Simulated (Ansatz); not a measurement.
# MgCd2Te3: what a guessed cell relaxes into

Where does this trial cell of MgCd2Te3 go when cell and atoms are let free?

Program: Ansatz 0.2.0. Level of theory: DFT PBE, scalar-relativistic, plane waves, PAW. These are calculated values, not measurements.

## (1) The starting structure

The structure is trigonal, space group P-3m1 (No. 164). The conventional cell has a = 4.304 Å, b = 4.304 Å, c = 21.027 Å, α = 90.00°, β = 90.00°, γ = 120.00°. Around Mg (site symmetry 3m) lie 6 Te at 3.04 Å. Cd (site symmetry -3m) is surrounded by 6 Te at 3.04 Å. Cd (site symmetry 3m) has 6 Te at 3.04 Å as nearest neighbours. Te (site symmetry 3m) has 3 Cd at 3.04 Å and 3 Mg at 3.04 Å as nearest neighbours. Around Te (site symmetry 3m) lie 6 Cd at 3.04 Å. Te (site symmetry 3m) is surrounded by 3 Mg at 3.04 Å and 3 Cd at 3.04 Å.

Coordinates:

```xyz
12
Lattice="4.3044 0.0000 0.0000 -2.1522 3.7278 0.0000 0.0000 0.0000 21.0267" Properties=species:S:1:pos:R:3 pbc="T T T"
Mg    0.0000    0.0000    3.5045
Mg    0.0000    0.0000   17.5223
Cd    0.0000    0.0000   10.5134
Cd    0.0000    0.0000    0.0000
Cd    0.0000    0.0000    7.0089
Cd    0.0000    0.0000   14.0178
Te    0.0000    2.4852    1.7522
Te    0.0000    2.4852    8.7611
Te    0.0000    2.4852   15.7701
Te    2.1522    1.2426    5.2567
Te    2.1522    1.2426   12.2656
Te    2.1522    1.2426   19.2745
```

The start is an ordering of an alloy on its end members' structure types: elements ordered on the sites of the MgTe type, Cd/Mg on Mg (P-3m1, No. 164).

## (2) A first look at the guess

input.yaml reads:

```yaml
crystal:
  lattice:
    - [4.30444986, 0.0, 0.0]
    - [-2.15222493, 3.72776293, 0.0]
    - [0.0, 0.0, 21.02673379]
  atoms:
    - { symbol: Mg, position: [0.0, 0.0, 0.16666667] }
    - { symbol: Mg, position: [0.0, 0.0, 0.83333333] }
    - { symbol: Cd, position: [0.0, 0.0, 0.5] }
    - { symbol: Cd, position: [0.0, 0.0, 0.0] }
    - { symbol: Cd, position: [0.0, 0.0, 0.33333333] }
    - { symbol: Cd, position: [0.0, 0.0, 0.66666667] }
    - { symbol: Te, position: [0.33333333, 0.66666667, 0.08333333] }
    - { symbol: Te, position: [0.33333333, 0.66666667, 0.41666667] }
    - { symbol: Te, position: [0.33333333, 0.66666667, 0.75] }
    - { symbol: Te, position: [0.66666667, 0.33333333, 0.25] }
    - { symbol: Te, position: [0.66666667, 0.33333333, 0.58333333] }
    - { symbol: Te, position: [0.66666667, 0.33333333, 0.91666667] }
basis:
  ecutwfc: 420
kpoints:
  mp_grid: { grid: [6, 6, 1] }
hamiltonian:
  xc: pbe
scf:
  occupations: { method: gaussian, width: 0.1 }
  lower_state_search: "off"
output:
  forces: true
  stress: true
  eigenvalues: true
```

Launch:

```console
$ ansatz run input.yaml --threads 1 --pin off --max-ram 2560MiB --backend cpu --events-out ev --progress --plain --runs-dir out
```

Standard output (excerpt; [...] marks lines left out):

```text
Warning: RAYON_NUM_THREADS=1 ignored (pool sized by the plan → 1); use --threads N
[...]
Pseudopotentials: kind: paw
Pseudopotential: Mg, paw, valence charge 10, recommended cutoff 420 eV (normal), Mg.paw.azcp
Pseudopotential: Cd, paw, valence charge 20, recommended cutoff 420 eV (normal), Cd.paw.azcp
Pseudopotential: Te, paw, valence charge 16, recommended cutoff 420 eV (normal), Te.paw.azcp
Functional definition: PBE
[...]
Crystal: 12 atoms, lattice volume = 337.394 Å³
Basis set: ecut = 420 eV, 6533 PW (Γ), exchange–correlation on 60×60×288 points (8 copies of the dense FFT grid, shifted against one another)
Bands: 118, of which v1, the nominal top of the filled ones, is band 98 counted from 1 (97 counted from 0)
Symmetry: 12 space group operations
Space group: P-3m1 (ITA 164), of the structure as read, at distance tolerance 7.0e-5 Å
k-points: 7 of 36
[...]
SCF iter   1: F=—  HF=-78750.389328 eV  |F-HF|=—  |Δ(HF+E_count)|=         —  Δρ=1.49e-3  dr2=1.12e-1  ethr=1.77e-3  ⟨swp⟩=6.9  Hψ=3083  notcnv=0  defer=21
[...]
SCF iter   8: F=-78750.379197 eV  HF=-78750.379197 eV  |F-HF|=4.49e-8  |Δ(HF+E_count)|=   2.50e-9  Δρ=1.98e-6  dr2=5.52e-8  ethr=5.10e-11  ⟨swp⟩=12.9  Hψ=3787  notcnv=0
[...]
SCF converged after 8 iterations
Free energy (F): -78750.379197 eV
[...]
E sigma→0 (E₀):  -78750.373915 eV
Entropy (-TS):   -0.010564 eV (-0.880 meV/atom)
Fermi energy:    9.204136 eV
[...]
--- Forces (eV/Å), atoms counted from 1 ---
  atom   1  Mg    -0.00000000     0.00000000    -0.02170297
  atom   2  Mg     0.00000000    -0.00000000     0.02170297
  atom   3  Cd     0.00000000     0.00000000     0.00000000
  atom   4  Cd     0.00000000    -0.00000000     0.00000000
  atom   5  Cd    -0.00000000     0.00000000    -0.06872675
  atom   6  Cd     0.00000000    -0.00000000     0.06872675
  atom   7  Te     0.00000000     0.00000000     0.31463182
  atom   8  Te     0.00000000     0.00000000    -0.00771202
[...]
--- Stress (GPa, compression-positive) ---
        0.437381       0.000000       0.000000
        0.000000       0.437381      -0.000000
        0.000000       0.000000       0.587995
  P = ⅓ Tr σ = 0.4876 GPa (4.876 kbar)
--- Band table (eV; the first three rows and the last of 7) ---
[...]
```

It took 31 s on 1 thread of Intel Xeon at 2.50GHz (Skylake/Cascade Lake), shared host; peak memory 0.71 GiB.

The probe gives pressure 0.5 GPa, largest force 0.31 eV/Å, gap on this mesh none (metal). The coarse relaxation is skipped.

## (3) Final relaxation

input.yaml, as its differences from that of step 2:

```diff
@@ -21,3 +21,3 @@
 kpoints:
-  mp_grid: { grid: [6, 6, 1] }
+  mp_grid: { grid: [12, 12, 2] }
 hamiltonian:
@@ -26,3 +26,2 @@
   occupations: { method: gaussian, width: 0.1 }
-  lower_state_search: "off"
 output:
@@ -31 +30,6 @@
   eigenvalues: true
+relax:
+  adjacent_minimum: "off"
+  f_tol: 0.01
+  max_steps: 80
+  cell: { stress_tol: 0.05 }
```

Launch:

```console
$ ansatz run input.yaml --threads 1 --pin off --max-ram 2560MiB --backend cpu --events-out ev --progress --plain --runs-dir out
```

Standard output:

```text
Warning: RAYON_NUM_THREADS=1 ignored (pool sized by the plan → 1); use --threads N
Engine: ansatz 0.2.0, x86_64-unknown-linux-gnu
[... 5 set-up lines as earlier in the session ...]
  parameter kappa = 0.804
  parameter beta = 0.06672455060314922
  exchange = pbe_x(kappa = kappa, mu = beta*pi^2/3)
  correlation = pbe_c(beta = beta)
Crystal: 12 atoms, lattice volume = 337.394 Å³
Basis set: ecut = 420 eV, 6533 PW (Γ), exchange–correlation on 60×60×288 points (8 copies of the dense FFT grid, shifted against one another)
Bands: 118, of which v1, the nominal top of the filled ones, is band 98 counted from 1 (97 counted from 0)
[... 2 set-up lines as earlier in the session ...]
k-points: 38 of 288
Non-local potential: Mg, projectors of the file, l = 0: 3, l = 1: 2, l = 2: 1
Non-local potential: Cd, projectors of the file, l = 0: 3, l = 1: 2, l = 2: 2, l = 3: 1
Non-local potential: Te, projectors of the file, l = 0: 2, l = 1: 2, l = 2: 2, l = 3: 2
PAW form: soft (Blöchl's): semilocal exchange-correlation on the pseudo side does not see the compensation charge
PAW one-centre angular grid: Mg, 110 points (default); XC on 64 Gauss nodes
PAW one-centre angular grid: Cd, 590 points (default); XC on 64 Gauss nodes
PAW one-centre angular grid: Te, 590 points (default); XC on 64 Gauss nodes
Initial density: superposition of atomic densities (neutral atoms: chi_scale 0, normalization atom), corrected by the library's trained network
Initial wavefunctions: pseudopotential atomic-orbital guess
Functional: x = pbe(κ = 0.804, μ = 0.2195149727645171), c = pbe(β = 0.06672455060314922)
SCF iter   1: F=—  HF=-78750.443589 eV  |F-HF|=—  |Δ(HF+E_count)|=         —  Δρ=1.45e-3  dr2=1.03e-1  ethr=1.77e-3  ⟨swp⟩=6.8  Hψ=16900  notcnv=0  defer=126
preconditioner: auto → LDOS  [insulator: Δε(μ)=0.246 eV  Ē_g=10.515 eV  σ=0.100 eV  W_gap=0.55  n_scr=94 (ndim 8)  ℏωp=19.0 eV  f_vac=0.031  D(μ)=1.77/eV (n_scr^D=6)  ε∞_Penn≈4.3  β→1.0]
SCF iter   2: F=—  HF=-78750.442950 eV  |F-HF|=—  |Δ(HF+E_count)|=   6.39e-4  Δρ=1.25e-3  dr2=1.02e-1  ethr=5.25e-5  ⟨swp⟩=2.0  Hψ=7803  notcnv=0  defer=191
SCF iter   3: F=—  HF=-78750.434853 eV  |F-HF|=—  |Δ(HF+E_count)|=   8.10e-3  Δρ=2.80e-4  dr2=1.65e-3  ethr=5.20e-5  ⟨swp⟩=2.0  Hψ=4385  notcnv=0  defer=191
SCF iter   4: F=—  HF=-78750.434945 eV  |F-HF|=—  |Δ(HF+E_count)|=   9.21e-5  Δρ=1.44e-4  dr2=1.70e-4  ethr=8.39e-7  ⟨swp⟩=2.0  Hψ=6007  notcnv=0  defer=191
SCF iter   5: F=—  HF=-78750.434929 eV  |F-HF|=—  |Δ(HF+E_count)|=   1.67e-5  Δρ=4.20e-5  dr2=1.52e-5  ethr=8.66e-8  ⟨swp⟩=2.0  Hψ=6780  notcnv=0  defer=191
SCF iter   6: F=—  HF=-78750.434657 eV  |F-HF|=—  |Δ(HF+E_count)|=   2.71e-4  Δρ=1.42e-5  dr2=1.95e-6  ethr=7.73e-9  ⟨swp⟩=2.0  Hψ=6727  notcnv=0  defer=184
SCF iter   7: F=—  HF=-78750.434657 eV  |F-HF|=—  |Δ(HF+E_count)|=   1.03e-7  Δρ=5.45e-6  dr2=2.86e-7  ethr=9.97e-10  ⟨swp⟩=2.0  Hψ=6270  notcnv=0  defer=184
SCF iter   8: F=-78750.434657 eV  HF=-78750.434657 eV  |F-HF|=5.03e-9  |Δ(HF+E_count)|=   1.69e-8  Δρ=1.53e-6  dr2=1.38e-8  ethr=5.10e-11  ⟨swp⟩=12.2  Hψ=23396  notcnv=0
SCF 1 converged in 8 iterations: F = -78750.434657 eV  dr2 = 1.38e-8
relax step   1: F+E_penalty+E_count = -78750.43465731 eV  Δ(F+E_penalty+E_count) = +0.000e0 eV  max|allowed force component| = 3.163e-1 eV/Å  Δτ_max = 0.0000 Å  P = +0.455 GPa  Ω = 337.394 Å³  (8 SCF iters, dr2 threshold 1.00e-7 eV, accepted)
[... 15 lines left out ...]
relax step   2: F+E_penalty+E_count = -78750.45174019 eV  Δ(F+E_penalty+E_count) = -1.708e-2 eV  max|allowed force component| = 2.799e-1 eV/Å  Δτ_max = 0.1922 Å  P = -0.364 GPa  Ω = 342.443 Å³  energy of the carried Pulay correction = -9.991e-4 eV  (8 SCF iters, dr2 threshold 1.20e-6 eV, accepted)
[... 11 lines left out ...]
relax step   3: F+E_penalty+E_count = -78750.48897187 eV  Δ(F+E_penalty+E_count) = -3.723e-2 eV  max|allowed force component| = 3.955e-3 eV/Å  Δτ_max = 0.0812 Å  P = -0.055 GPa  Ω = 340.152 Å³  energy of the carried Pulay correction = -5.476e-4 eV  (6 SCF iters, dr2 threshold 1.20e-6 eV, accepted)
[... 11 lines left out ...]
relax step   4: F+E_penalty+E_count = -78750.48915226 eV  Δ(F+E_penalty+E_count) = -1.804e-4 eV  max|allowed force component| = 2.136e-3 eV/Å  Δτ_max = 0.0005 Å  P = -0.007 GPa  Ω = 339.778 Å³  energy of the carried Pulay correction = -4.735e-4 eV  (6 SCF iters, dr2 threshold 1.15e-8 eV, accepted)
[... 9 lines left out ...]
relax step   5: F+E_penalty+E_count = -78750.48962951 eV  Δ(F+E_penalty+E_count) = -4.773e-4 eV  max|allowed force component| = 2.138e-3 eV/Å  Δτ_max = 0.0000 Å  P = -0.007 GPa  Ω = 339.778 Å³  stress off target by 8.53e-3 GPa  SCF on the basis re-selected at this cell (its energy is not comparable with the rows above)  (6 SCF iters)
basis re-selected at this cell: Δ(F+E_penalty+E_count) = -4.773e-4 eV, ΔP = -0.001 GPa vs the last step (what re-selecting the basis moved, of the pressure what is left beyond the Pulay correction that the steps carried, after the strain that the cell walked since its last selection, with what the two solves' SCF thresholds leave and, on support functions, any second-order correction that the steps lacked; it is no measure of the basis error at this ecutwfc). This SCF's stress stands 8.53e-3 GPa from its target on what of the cell is left free (relax.cell.stress_tol is 5.00e-2 GPa) and its largest allowed force component is 2.14e-3 eV/Å (relax.f_tol is 1.00e-2 eV/Å): within both
SCF converged after 6 iterations
Free energy (F): -78750.489630 eV
Harris-Foulkes:  -78750.489630 eV  (|F-HF|=1.46e-11)
Internal energy: -78750.480721 eV  (E = F + TS)
E sigma→0 (E₀):  -78750.485175 eV
Entropy (-TS):   -0.008908 eV (-0.742 meV/atom)
Fermi energy:    9.053146 eV
--- Per-component energies (eV) ---
  E_band       = -4088.886124
  E_kinetic    = 3252.629078
  E_local      = -25655.978628  (includes V_loc(G=0)·N_el)
  E_nonlocal   = -1534.186735
  E_hartree    = 12969.780614
  E_xc         = -1509.175498
  E_vxc        = -1584.373282  (∫ρ·V_xc dr)
  E_paw        = -44897.387327  (= ΣΔE_a)
  E_vpaw       = -4506.536832  (= ΣTr[D̂ρ^β])
  E_aug_tail   = -0.001128  (compensation charges beyond the density's cutoff)
  E_ewald      = -21376.161097
  E_smearing   = -0.008908  (= −TS)
  E_closure    = -0.000000  (closes the sum)
  Σ components = -78750.489630   (vs F -78750.489630, Δ=0.00e0)
--- Forces (eV/Å), atoms counted from 1 ---
  atom   1  Mg     0.00000000    -0.00000000    -0.00172928
  atom   2  Mg    -0.00000000     0.00000000     0.00172928
  atom   3  Cd     0.00000000     0.00000000     0.00000000
  atom   4  Cd    -0.00000000     0.00000000     0.00000000
  atom   5  Cd     0.00000000    -0.00000000    -0.00213838
  atom   6  Cd     0.00000000     0.00000000     0.00213838
  atom   7  Te     0.00000000    -0.00000000     0.00182487
  atom   8  Te     0.00000000    -0.00000000     0.00147615
  atom   9  Te     0.00000000    -0.00000000    -0.00093823
  atom  10  Te    -0.00000000     0.00000000     0.00093823
  atom  11  Te    -0.00000000     0.00000000    -0.00147615
  atom  12  Te    -0.00000000     0.00000000    -0.00182487
  max |Σ_I F_I| component: 1.73e-18 eV/Å
--- Stress (GPa, compression-positive) ---
       -0.006734      -0.000000       0.000000
        0.000000      -0.006734      -0.000000
        0.000000      -0.000000      -0.008531
  P = ⅓ Tr σ = -0.0073 GPa (-0.073 kbar)
--- Band table (eV; the first three rows and the last of 38) ---
  k-point 0: bands = ["-93.3353", "-93.3040", "-93.3040", "-93.2746", "-67.1430", "-67.1430", "-54.4020", "-54.4013", "-54.4013", "-54.3699", "-54.3699", "-54.3699", "-54.3699", "-54.3687", "-54.3687", "-54.3405", "-54.3405", "-54.3377", "-33.8998", "-33.8998", "-33.8947", "-33.8947", "-33.8947", "-33.8947", "-27.0795", "-27.0792", "-27.0774", "-27.0774", "-27.0768", "-27.0768", "-27.0621", "-27.0621", "-27.0620", "-27.0620", "-26.9540", "-26.9540", "-26.9540", "-26.9540", "-26.9499", "-26.9499", "-26.9497", "-26.9497", "-26.9497", "-26.9497", "-26.9378", "-26.9378", "-26.9371", "-26.9371", "-26.9335", "-26.9335", "-26.9334", "-26.9334", "-26.9332", "-26.9330", "-2.4204", "-2.2090", "-2.2068", "-1.7142", "-1.6744", "-1.3578", "0.6116", "0.6116", "0.6341", "0.6368", "0.6368", "0.6669", "0.6669", "0.6748", "0.7153", "0.7432", "0.7432", "0.7727", "0.7727", "0.7866", "0.7866", "0.8054", "0.8054", "0.8178", "0.8641", "0.8641", "4.0732", "4.8535", "4.9259", "6.7655", "6.8730", "8.4374", "8.4374", "8.5387", "8.5387", "8.6163", "8.6163", "8.7474", "8.8205", "8.8205", "8.8411", "8.8411", "9.0268", "9.0268", "9.5181", "10.9723", "11.0333", "11.6405", "11.6642", "11.6727", "13.8069", "13.8069", "13.9629", "13.9629", "14.0517", "14.0517", "14.2857", "14.2857", "14.3708", "14.3708", "14.3749", "14.5084", "14.6713", "15.1753"]
[... 3 lines left out ...]
--- Relaxed structure (4 steps of the walk, 4 accepted, 1 SCFs on fresh bases) ---
  F+E_penalty+E_count = -78750.48962951 eV   max|allowed force component| = 2.138e-3 eV/Å   (the final SCF, on the basis selected at the relaxed cell)
  cell:  # Å, volume = 339.7778 Å³
    - [4.312744617123278, 0.0, 1.6316050681512352e-18]
    - [-2.156372308561639, 3.7349463984633506, -8.158025340756183e-19]
    - [7.970199799139735e-18, 4.653606999117926e-33, 21.09389864421103]
  atoms:
    - { symbol: Mg, position: [-7.012466038682477e-19, -4.06389811794514e-34, 0.16472713492738444] }
    - { symbol: Mg, position: [7.012466038682475e-19, 2.265002691428721e-34, 0.8352728650726154] }
    - { symbol: Cd, position: [-1.925929944387236e-34, -1.3942294463890005e-34, 0.5] }
    - { symbol: Cd, position: [-1.8352348415588833e-34, -1.2142782382143076e-34, 2.7715130344595406e-20] }
    - { symbol: Cd, position: [-1.250661318323165e-18, -4.020844370942596e-34, 0.32987420238715937] }
    - { symbol: Cd, position: [1.2506613183231647e-18, 1.3824008778765857e-34, 0.6701257976128406] }
    - { symbol: Te, position: [0.3333333333333333, 0.6666666666666666, 0.08500116381624286] }
    - { symbol: Te, position: [0.3333333333333333, 0.6666666666666666, 0.41489539370491274] }
    - { symbol: Te, position: [0.3333333333333333, 0.6666666666666666, 0.7552619368680197] }
    - { symbol: Te, position: [0.6666666666666666, 0.3333333333333333, 0.24473806313198032] }
    - { symbol: Te, position: [0.6666666666666666, 0.3333333333333333, 0.5851046062950873] }
    - { symbol: Te, position: [0.6666666666666666, 0.3333333333333333, 0.9149988361837571] }
```

It took 13 min on 1 thread of Intel Xeon at 2.50GHz (Skylake/Cascade Lake), shared host; peak memory 1.3 GiB.

Step by step:

| step | energy from step 1 (eV/cell) | largest force component (eV/Å) | pressure (GPa) | volume (Å³) |
| --- | --- | --- | --- | --- |
| 1 | 0.0000 | 0.3163 | 0.46 | 337.39 |
| 2 | -0.0171 | 0.2799 | -0.36 | 342.44 |
| 3 | -0.0543 | 0.0040 | -0.05 | 340.15 |
| 4 | -0.0545 | 0.0021 | -0.01 | 339.78 |
| 5 | -0.0550 | 0.0021 | -0.01 | 339.78 |

Step 1 is the start. Step 5 repeats the geometry before it on a plane-wave basis chosen anew for that cell, so its energy need not be comparable with the rows above.

|  | before | after | change |
| --- | --- | --- | --- |
| a (Å) | 4.304 | 4.313 | +0.2 % |
| b (Å) | 4.304 | 4.313 | +0.2 % |
| c (Å) | 21.027 | 21.094 | +0.3 % |
| volume (Å³/atom) | 28.12 | 28.31 | +0.7 % |
| shortest distance (Å) | 3.041 | 3.005 | -1.2 % |
| space group (0.01 Å) | P-3m1 | P-3m1 | same |

Forces and stress were held to the start's 12 operations: a distortion of lower symmetry was not tested.

## (4) Summary of results

```
                              quantity                                                                        value
symmetry at the end (tolerance 0.05 Å)                                                  space group P-3m1 (No. 164)
                     conventional cell  a = 4.313 Å, b = 4.313 Å, c = 21.094 Å, α = 90.00°, β = 90.00°, γ = 120.00°
                                volume                                                                28.31 Å³/atom
              energy over the elements                                                                -0.44 eV/atom
                       gap on the mesh                                                                 none (metal)
```

In words: The space group P-3m1 (No. 164) is kept, and the volume per atom grows by 0.7 % from the first guess. A negative formation energy is needed for stability but isn't enough; other structures and compounds were not set against it here. No finished test with a distortion of lower symmetry is shown, so the end may be a saddle point. Spin-orbit coupling is left out for Te.
